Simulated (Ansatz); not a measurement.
# FGeH₇Si₂: a ladder of functionals and wavefunction methods

An exercise on one series of results from a longer session: the logs are not shown, and one member is left open.

Computed with Ansatz 0.2.0, Gaussian basis. Level: functionals in def2-TZVPP, the program's frozen cores in correlated methods.

Plan: LDA (SPW92), PBE-D4, revPBE-D4, BLYP-D4, r2SCAN-D4, B97M-V, PBE0-D4, B3LYP-D4, r2SCANh-D4, r2SCAN0-D4, HSE06-D4, BHLYP-D4, CAM-B3LYP-D4, LC-ωPBE, ωB97X-V, ωB97M-V, B2PLYP, PBE-QIDH; CCSD(T)/def2-SVP; CCSD(T)/def2-TZVPP; MP2/def2-QZVPP; extrapolation to the limit; RPA on PBE.

## The relaxed structure

All runs share one geometry, relaxed beforehand with PBE0-D4 in a triple-zeta def2 set.

SMILES `[F][GeH]([SiH3])[SiH3]`, 11 atoms, charge 0, spin multiplicity 1.

Atoms are counted from 1 here; the program's logs count them from 0.

Bond lengths: F1–Ge2 1.760 Å, Ge2–Si3 2.389 Å, Ge2–Si4 2.389 Å, Ge2–H5 1.544 Å, Si3–H6 1.485 Å, Si3–H7 1.488 Å, Si3–H8 1.485 Å, Si4–H9 1.485 Å, Si4–H10 1.488 Å, Si4–H11 1.485 Å. Angles: F1–Ge2–Si3 106.0°, F1–Ge2–Si4 106.0°, F1–Ge2–H5 104.8°, Si3–Ge2–Si4 115.3°, Si3–Ge2–H5 111.9°, Si4–Ge2–H5 111.9°, Ge2–Si3–H6 110.5°, Ge2–Si3–H7 108.3°, Ge2–Si3–H8 109.5°, H6–Si3–H7 109.5°, H6–Si3–H8 109.9°, H7–Si3–H8 109.2°, Ge2–Si4–H9 109.4°, Ge2–Si4–H10 108.3°, Ge2–Si4–H11 110.5°, H9–Si4–H10 109.2°, H9–Si4–H11 109.9°, H10–Si4–H11 109.5°.

Set-up of the first run:

Input file in.yaml:

```yaml
crystal:
  periodic: [false, false, false]
  atoms:
    - {symbol: F, position_ang: [-2.021253, 1.100685, 0.322854]}
    - {symbol: Ge, position_ang: [-0.366609, 0.790278, -0.189027]}
    - {symbol: Si, position_ang: [0.880643, 0.412230, 1.812709]}
    - {symbol: Si, position_ang: [-0.479981, -1.065243, -1.688899]}
    - {symbol: H, position_ang: [0.073183, 2.085035, -0.906072]}
    - {symbol: H, position_ang: [0.790928, 1.590441, 2.712099]}
    - {symbol: H, position_ang: [2.301940, 0.179136, 1.440428]}
    - {symbol: H, position_ang: [0.353533, -0.791787, 2.504132]}
    - {symbol: H, position_ang: [-0.999200, -2.254246, -0.966240]}
    - {symbol: H, position_ang: [0.894279, -1.353380, -2.180220]}
    - {symbol: H, position_ang: [-1.362065, -0.750051, -2.841164]}
basis:
  gaussian: {orbitals: def2-TZVPP}
hamiltonian: {xc: lda}
output: {orbitals: {seedname: orbitals}}
```

Steps of the session up to this table: LDA; PBE-D4 (GGA); revPBE-D4 (GGA); BLYP-D4 (GGA); r2SCAN-D4 (meta-GGA); B97M-V (meta-GGA); PBE0-D4 (hybrid); B3LYP-D4 (hybrid); r2SCANh-D4 (hybrid); r2SCAN0-D4 (hybrid); HSE06-D4 (hybrid); BHLYP-D4 (hybrid); CAM-B3LYP-D4 (range-separated); LC-ωPBE (range-separated); ωB97X-V (range-separated); ωB97M-V (range-separated); B2PLYP (double hybrid); PBE-QIDH (double hybrid).

One table of the session follows, with a row left open; its other results are not shown here.

It belongs to the step «Orbital energies across the functionals». 

| functional | HOMO (eV) | gap (eV) |
| --- | --- | --- |
| LDA (SPW92) | -6.93 | 4.93 |
| PBE-D4 | -6.82 | 5.04 |
| revPBE-D4 | -6.77 | 5.10 |
| BLYP-D4 | -6.67 | 5.05 |
| r2SCAN-D4 | ? | ? |
| B97M-V | -7.24 | 5.53 |
| PBE0-D4 | -7.94 | 6.99 |
| B3LYP-D4 | -7.73 | 6.61 |
| r2SCANh-D4 | -7.49 | 6.22 |
| r2SCAN0-D4 | -8.11 | 7.27 |
| HSE06-D4 | -7.55 | 6.23 |
| BHLYP-D4 | -8.92 | 8.91 |
| CAM-B3LYP-D4 | -9.15 | 9.28 |
| LC-ωPBE | -10.42 | 11.66 |
| ωB97X-V | -10.11 | 11.22 |
| ωB97M-V | -9.90 | 10.79 |

Q: Estimate the row for r2SCAN-D4 from the others.

Worked estimate for «HOMO (eV)». Against the share of exact exchange, r2SCANh-D4 (0.1, -7.49), r2SCAN0-D4 (0.25, -8.11) give a slope of -4.13 per unit share; at 0 the line stands at -7.08.

**Answer.** HOMO (eV): -7.08; gap (eV): 5.52. In «HOMO (eV)» the line misses by 0.00.
